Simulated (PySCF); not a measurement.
**C₆H₁₄FNSi: NMR shifts**

What NMR shifts should C₆H₁₄FNSi (`FCCC[C@@H]1CCN[SiH2]1`) show?

The runs use PySCF 2.14.0, with density-fitted response routines of our own; the level of theory stands in each step. All values are computed, except where a source is named. Atoms are numbered from 0 throughout.

## Step 1: Starting geometry

23 atoms, charge 0, multiplicity 1; geometry from: GFN2-xTB.

Bonds of the start (Å): F0–C1 1.38, C1–C2 1.52, C2–C3 1.53, C3–C4 1.52, C4–C5 1.53, C5–C6 1.53, C6–N7 1.45, N7–Si8 1.71, Si8–C4 1.91, C1–H9 1.10, C1–H10 1.10, C2–H11 1.09, C2–H12 1.09, C3–H13 1.09, C3–H14 1.09, C4–H15 1.09, C5–H16 1.09, C5–H17 1.09, C6–H18 1.10, C6–H19 1.10, N7–H20 1.01, Si8–H21 1.46, Si8–H22 1.47.

## Step 2: Nuclear shieldings: PBE0/pcSseg-1

Job settings and geometry (Å):

```
{"job": {"kind": "nmr", "xc": "PBE0", "basis": "pcSseg-1"}, "charge": 0, "multiplicity": 1}
F      4.320723     1.000738     0.101196
C      3.393734    -0.015664     0.065428
C      1.991947     0.547320    -0.111061
C      0.949767    -0.570560    -0.133217
C     -0.463031    -0.069836    -0.407289
C     -0.993435     0.864920     0.683718
C     -2.516283     0.889978     0.587110
N     -2.931734    -0.481094     0.362145
Si    -1.791990    -1.439162    -0.484218
H      3.491489    -0.561265     1.009963
H      3.676431    -0.665898    -0.769182
H      1.952241     1.111050    -1.045752
H      1.788777     1.238553     0.708496
H      1.223254    -1.291815    -0.908148
H      0.966848    -1.096651     0.824186
H     -0.450040     0.477209    -1.355369
H     -0.589586     1.875003     0.600317
H     -0.714922     0.460532     1.658780
H     -2.964557     1.269360     1.511355
H     -2.833970     1.545455    -0.236181
H     -3.925755    -0.630402     0.380537
H     -1.468059    -2.635886     0.295963
H     -2.116601    -1.794899    -1.871342
```

Method: GIAO PBE0/pcSseg-1 NMR shielding, non-relativistic, gas phase.

What it wrote:

```text
coarse grid: 18968 points
cycle   1  E = -680.4004367651  dE =  9.845e-01  |g| = 6.325e-01  |ddm| = 4.204e+00
cycle   2  E = -680.3435526556  dE =  5.688e-02  |g| = 8.505e-01  |ddm| = 1.334e+00
cycle   3  E = -680.4834489228  dE = -1.399e-01  |g| = 6.381e-02  |ddm| = 8.227e-01
cycle   4  E = -680.4841051524  dE = -6.562e-04  |g| = 3.262e-02  |ddm| = 8.553e-02
cycle   5  E = -680.4843497039  dE = -2.446e-04  |g| = 6.573e-03  |ddm| = 3.551e-02
cycle   6  E = -680.4843584808  dE = -8.777e-06  |g| = 2.318e-03  |ddm| = 8.248e-03
final grid: 176984 points
cycle   7  E = -680.5434956863  dE = -6.295e-05  |g| = 1.061e-02  |ddm| = 3.731e-02
cycle   8  E = -680.5434765768  dE =  1.911e-05  |g| = 1.402e-02  |ddm| = 2.303e-02
cycle   9  E = -680.5435240247  dE = -4.745e-05  |g| = 9.473e-04  |ddm| = 1.310e-02
cycle  10  E = -680.5435241763  dE = -1.516e-07  |g| = 2.800e-04  |ddm| = 9.764e-04
cycle  11  E = -680.5435241891  dE = -1.281e-08  |g| = 6.100e-05  |ddm| = 2.422e-04
cycle  12  E = -680.5435241898  dE = -6.787e-10  |g| = 2.583e-05  |ddm| = 8.628e-05
converged SCF energy = -680.5435241898

GIAO shielding tensors (ppm)
atom      isotropic    diamagn.    paramagn.     s11        s22        s33       span
  0 F      415.355     466.144     -50.789    387.803    399.637    458.626     70.823
  1 C       99.093     243.018    -143.925     56.987     81.944    158.348    101.360
  2 C      150.020     246.675     -96.655    125.959    153.757    170.343     44.384
  3 C      157.275     249.905     -92.630    147.194    156.625    168.006     20.811
  4 C      158.443     252.646     -94.203    142.430    158.386    174.513     32.082
  5 C      150.991     248.232     -97.241    136.700    153.535    162.738     26.037
  6 C      135.654     245.473    -109.819    110.148    134.434    162.379     52.231
  7 N      243.595     322.381     -78.786    193.916    227.238    309.632    115.715
  8 Si     373.562     880.858    -507.297    337.341    354.592    428.751     91.410
  9 H       27.048      28.231      -1.182     22.300     29.365     29.480      7.180
 10 H       27.008      28.025      -1.018     22.286     29.260     29.478      7.192
 11 H       30.098      31.264      -1.166     25.849     30.239     34.205      8.357
 12 H       29.572      31.638      -2.066     24.696     31.525     32.493      7.797
 13 H       30.241      33.416      -3.175     24.001     30.952     35.769     11.768
 14 H       30.701      34.037      -3.337     25.582     31.373     35.146      9.564
 15 H       30.480      34.411      -3.930     26.421     29.401     35.619      9.198
 16 H       29.516      32.223      -2.707     24.252     29.277     35.020     10.767
 17 H       30.430      32.804      -2.375     25.231     30.036     36.022     10.791
 18 H       28.193      28.738      -0.545     22.881     26.675     35.024     12.142
 19 H       28.483      30.122      -1.639     23.231     26.818     35.399     12.168
 20 H       31.705      29.315       2.390     21.824     28.608     44.683     22.859
 21 H       27.075      30.048      -2.973     23.659     24.827     32.739      9.080
 22 H       26.809      29.787      -2.978     23.454     24.298     32.674      9.220
```

It took 52 s on 1 thread, shared host.

Shifts follow as δ = σ(reference) − σ, with reference shieldings (ppm) from runs at the same level and on the same kind of geometry: ¹H TMS 31.72, ¹³C TMS 186.9, ²⁹Si TMS 349.2, ¹⁹F CFCl3 170.9, ¹⁵N NH3 267.7. The references are single molecules in the gas phase, so shifts against H2O, NH3, PH3, H3PO4 or CFCl3 are not on the usual liquid scales and can be off by tens of ppm.

```
atoms                                                   environment  σ (ppm)  δ (ppm)  δ scaled to CDCl3
   C1                                           sp3 CH2 bonded to F     99.1     87.8               83.8
   C6                                           sp3 CH2 bonded to N    135.7     51.3               48.1
   C2                                                       sp3 CH2    150.0     36.9               34.1
   C5                                             sp3 CH2 in a ring    151.0     35.9               33.2
   C3                                                       sp3 CH2    157.3     29.7               27.0
   C4                                           sp3 CH bonded to Si    158.4     28.5               25.9
  H22    hydrogen on a silicon bonded to C, N, in a 5-membered ring    26.81     4.91                  –
  H10                            hydrogen on an sp3 CH2 bonded to F    27.01     4.71               4.54
   H9                            hydrogen on an sp3 CH2 bonded to F    27.05     4.67               4.51
  H21    hydrogen on a silicon bonded to C, N, in a 5-membered ring    27.07     4.64                  –
  H18                            hydrogen on an sp3 CH2 bonded to N    28.19     3.52               3.43
  H19                            hydrogen on an sp3 CH2 bonded to N    28.48     3.23               3.15
  H16                              hydrogen on an sp3 CH2 in a ring    29.52     2.20               2.18
  H12                                        hydrogen on an sp3 CH2    29.57     2.15               2.13
  H11                                        hydrogen on an sp3 CH2    30.10     1.62               1.63
  H13                                        hydrogen on an sp3 CH2    30.24     1.48               1.50
  H17                              hydrogen on an sp3 CH2 in a ring    30.43     1.29               1.32
  H15                            hydrogen on an sp3 CH bonded to Si    30.48     1.24               1.27
  H14                                        hydrogen on an sp3 CH2    30.70     1.02               1.06
  H20  hydrogen on a nitrogen bonded to C, Si, in a 5-membered ring    31.70     0.01                  –
   F0                                     fluorine on an sp3 carbon    415.4   -244.4                  –
   N7             nitrogen bonded to C, Si, H, in a 5-membered ring    243.6     24.1                  –
  Si8             silicon bonded to C, N, 2 H, in a 5-membered ring    373.6    -24.4                  –
```

The scaled column applies a straight-line fit of computed shieldings to shifts measured in CDCl3, and one for carbons that bear F (root-mean-square error 0.16 ppm for H, 1.9 ppm for C).

Charges from the same density, by scheme (e):

```
atoms  Mulliken    IAO  Hirshfeld  ESP fit
   F0     -0.35  -0.33      -0.13    -0.28
   C1      0.20   0.05       0.03     0.12
   C2     -0.28  -0.27      -0.08     0.18
   C3     -0.20  -0.25      -0.07    -0.45
   C4     -0.58  -0.37      -0.11     0.08
   C5     -0.21  -0.26      -0.07    -0.20
   C6      0.03  -0.14      -0.02    -0.05
   N7     -0.66  -0.69      -0.25    -0.73
  Si8      0.81   0.87       0.36     0.60
```

Mayer bond orders: F0–C1 0.88, C1–C2 1.05, C2–C3 1.01, C3–C4 1.04, C4–C5 1.00, C5–C6 1.05, C6–N7 0.96, N7–Si8 1.03, Si8–C4 0.87.

Ring of atoms C4, C5, C6, N7, Si8: NICS(0) -6.4, NICS(1) -3.4, NICS(1)zz -2.7 ppm (means of both faces).

## Step 3: Summary of results

```
                                quantity                                                                                   value
  ¹³C shifts against TMS (PBE0/pcSseg-1)                                                  87.8, 51.3, 36.9, 35.9, 29.7, 28.5 ppm
   ¹H shifts against TMS (PBE0/pcSseg-1)  4.91, 4.71, 4.67, 4.64, 3.52, 3.23, 2.20, 2.15, 1.62, 1.48, 1.29, 1.24, 1.02, 0.01 ppm
¹⁹F shifts against CFCl3 (PBE0/pcSseg-1)                                                                              -244.4 ppm
  ¹⁵N shifts against NH3 (PBE0/pcSseg-1)                                                                                24.1 ppm
 ²⁹Si shifts against TMS (PBE0/pcSseg-1)                                                                               -24.4 ppm
```

**Reading.** At PBE0/pcSseg-1: Shielding is most anisotropic at N7 (span 116 ppm, paramagnetic term -79 ppm).
